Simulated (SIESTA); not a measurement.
Bi2Te3 (Tellurobismuthite):

```
CELL_PARAMETERS angstrom
2.19300 1.26613 10.16567
-2.19300 1.26613 10.16567
0.00000 -2.53226 10.16567
ATOMIC_POSITIONS crystal
Bi 0.60000 0.60000 0.60000
Bi 0.40000 0.40000 0.40000
Te 0.79050 0.79050 0.79050
Te 0.20950 0.20950 0.20950
Te 0.00000 0.00000 0.00000
```

Base run:

* Program: SIESTA 5.4.2
* Functional: RPBE
* Potentials or basis: PseudoDojo 0.4 standard (PBE files)
* Basis: DZP (energy shift 0.002 Ry)
* Grid cutoff: 500 Ry
* Energy shift: 0.002 Ry
* k mesh: 7 × 7 × 7
* Occupations: fermi-dirac, width 0.05 eV
* Spin: no spin polarisation

Its results: band gap on the k mesh 0.28 eV, direct; pressure 4.4 GPa; largest force 0.195 eV/Å.

**Question.** The run is repeated on the same cell with these changes: functional from RPBE to OLYP. What comes out?

**Answer.** Band gap on the k mesh 0.36 eV, direct; pressure 3.8 GPa; largest force 0.087 eV/Å.

Caveats: semicore shells carry a single zeta, which can move pressures by several GPa and volumes by a few percent; the potentials were made for another functional, which shifts forces and pressure; spin-orbit coupling is left out, which as a rule narrows the gap of such compounds by several tenths of an eV; the basis of atomic orbitals isn't converged, which shifts pressures, moduli and gaps.

Not every run made on this cell is shown here.
